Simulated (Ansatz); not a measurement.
# P: the cost of one run

Method: DFT PBE+D3(BJ), scalar-relativistic, plane waves, PAW, in Ansatz 0.2.0.

## Step 1: The structure to begin with

The structure is orthorhombic, space group Cmce (No. 64). Conventional cell: a = 3.323 Å, b = 10.195 Å, c = 4.165 Å, α = 90.00°, β = 90.00°, γ = 90.00°. P (site symmetry m) has 3 P at 2.23 to 2.25 Å as nearest neighbours.

Coordinates:

```
CELL_PARAMETERS angstrom
1.66141 -5.09728 0.00000
1.66141 5.09728 0.00000
0.00000 0.00000 4.16484
ATOMIC_POSITIONS crystal
P 0.89363 0.10637 0.07189
P 0.60637 0.39363 0.57189
P 0.10637 0.89363 0.92811
P 0.39363 0.60637 0.42811
```

This cell was relaxed beforehand with the same method: volume 17.64 Å³/atom, gap on the mesh none (metal).

## Step 2: Relaxing to 0.001 eV/Å, with the smearing for a metal

Response runs need a geometry at rest under their own mesh and occupations; hence this stricter relaxation.

File input.yaml:

```yaml
crystal:
  lattice:
    - [1.6614146855, -5.0972768207, 0.0]
    - [1.6614146855, 5.0972768207, 0.0]
    - [0.0, 0.0, 4.1648374526]
  atoms:
    - { symbol: P, position: [0.8936276155, 0.1063723845, 0.0718894414] }
    - { symbol: P, position: [0.6063723845, 0.3936276155, 0.5718894414] }
    - { symbol: P, position: [0.1063723845, 0.8936276155, 0.9281105586] }
    - { symbol: P, position: [0.3936276155, 0.6063723845, 0.4281105586] }
basis:
  ecutwfc: 420
kpoints:
  mp_grid: { grid: [14, 14, 10] }
hamiltonian:
  xc: pbe
  dispersion: d3bj
scf:
  occupations: { method: fermi_dirac, width: 0.15 }
output:
  forces: true
  stress: true
  eigenvalues: true
relax:
  adjacent_minimum: "off"
  f_tol: 0.001
  max_steps: 60
  cell: { stress_tol: 0.01 }
```

Run with:

```console
> ansatz run input.yaml --threads 2 --pin off --max-ram 5120MiB --backend cpu --events-out ev --progress --plain --runs-dir out
```

Q: Estimate wall time and peak memory on 2 threads of Arm Neoverse V1, shared host.

About 91 s, with a peak of 0.65 GiB.
